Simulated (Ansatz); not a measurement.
# Li2BrCl: the band gap up the ladder of functionals

An exercise on one series of results from a longer session: the logs are not shown, and one member is left open.

The runs shown are made with Ansatz 0.2.0. PAW datasets, plane waves. All values are calculated for a non-magnetic cell, which may be hypothetical.

## The structure to begin with

The cell was relaxed beforehand with r2SCAN.

It is trigonal, R-3m (No. 166); a = 3.752 Å, c = 18.349 Å in the conventional setting, 18.64 Å³ an atom. Around Cl lie 6 Li at 2.61 Å; around Br lie 6 Li at 2.70 Å; around Li lie 3 Cl at 2.61 Å and 3 Br at 2.70 Å.

The structure in full:

```
CELL_PARAMETERS angstrom
1.87607 1.08315 6.11642
-1.87607 1.08315 6.11642
0.00000 -2.16629 6.11642
ATOMIC_POSITIONS crystal
Cl 0.00000 0.00000 0.00000
Br 0.50000 0.50000 0.50000
Li 0.25436 0.25436 0.25436
Li 0.74564 0.74564 0.74564
```

Set-up of the first run:

input.yaml reads:

```yaml
crystal:
  lattice:
    - [1.8760659208, 1.0831471643, 6.1164156572]
    - [-1.8760659208, 1.0831471643, 6.1164156572]
    - [0.0, -2.1662943288, 6.1164156572]
  atoms:
    - { symbol: Cl, position: [1.0, 0.0, 0.0] }
    - { symbol: Br, position: [0.5, 0.5, 0.5] }
    - { symbol: Li, position: [0.2543610295, 0.2543610295, 0.2543610295] }
    - { symbol: Li, position: [0.7456389705, 0.7456389705, 0.7456389705] }
kpoints:
  mp_grid: { grid: [8, 8, 8] }
  band_path:
    path:
      - [[0.0, 0.0, 0.0], [0.5, 0.5, 0.5], [0.812426430907, 0.187573569093, 0.5]]
      - [[0.5, -0.187573569093, 0.187573569093], [0.5, 0.0, 0.0], [0.0, 0.0, 0.0], [0.343786784547, -0.343786784547, 0.0]]
      - [[0.656213215453, 0.0, 0.343786784547], [0.5, 0.0, 0.5], [0.0, 0.0, 0.0]]
    npoints: 10
hamiltonian:
  xc: pbe
scf:
  occupations: { method: fermi_dirac, width: 0.02 }
  n_extra_bands: 5
output:
  forces: true
  stress: true
  eigenvalues: true
```

Steps of the session up to this table: PBE bands along the symmetry lines; r2SCAN at the same geometry; HSE06 at the same geometry; Single point with PBE+SOC; Quasiparticle levels, G0W0@PBE; PBE0 at the same geometry.

One table of the session follows, with a row left open; its other results are not shown here.

```
                     level  gap (eV)
                       PBE      5.08
                    r2SCAN         ?
                     HSE06      6.32
                   PBE+SOC      4.91
G0W0@PBE (222 empty bands)      7.34
                      PBE0      7.01
```

Q: Estimate the row for r2SCAN from the others.

The run gave: gap (eV): 5.91. In the column «gap (eV)» it lies between PBE (5.08) and HSE06 (6.32).

Meshes: PBE 8×8×8, r2SCAN 8×8×8, HSE06 6×6×6, PBE+SOC 8×8×8, PBE0 6×6×6

What this shows: The gap runs from 4.91 eV (PBE+SOC) to 7.34 eV (G0W0@PBE (222 empty bands)). PBE reaches 69 % of the G0W0@PBE value, and r2SCAN 81 %. PBE0 lies 0.70 eV above HSE06, which differs from it by screening the long-range exchange. G0W0 values are finite-basis, finite-mesh values.

To keep in mind: Warnings in the runs' records: stress exchange threshold loose, stress scf threshold loose.
